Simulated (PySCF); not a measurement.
# C2H8P2Se: the cost of one run

Computed with PySCF 2.14.0 and routines of our own; the level stands in each step. Atoms count from 0.

### 1 The starting structure

13 atoms, charge 0, multiplicity 1; geometry from: GFN2-xTB.

### 2 Magnetic properties: GIAO HF/pcSseg-1

Job settings and geometry (Å):

```
{"job": {"kind": "mag", "xc": "HF", "basis": "pcSseg-1", "isotopologues": 2}, "charge": 0, "multiplicity": 1}
C      1.979043     0.039436    -0.366795
P      0.375779     0.384488     0.442579
Se     0.381697     0.198891     2.511070
C     -0.852877    -0.634008    -0.476542
P     -2.625777    -0.240549    -0.042082
H      2.265186    -0.986288    -0.130666
H      1.924652     0.176437    -1.444987
H      2.722970     0.711749     0.059878
H      0.076531     1.664598    -0.041082
H     -0.710773    -0.496142    -1.552957
H     -0.664223    -1.686852    -0.238158
H     -2.424378    -0.279193     1.336547
H     -2.452219     1.147920    -0.074533
```

Level: GIAO HF/pcSseg-1 magnetisability, rotational g tensor and spin-rotation constants, non-relativistic, gas phase.

Command:

```
$ OMP_NUM_THREADS=1 python excited_run.py task.json out
```

This one command runs all jobs of the session in turn.

Q: Estimate the wall time and peak memory of this first job on 1 thread of Arm Neoverse N1, shared host.

About 23 s, with a peak of 0.78 GiB.
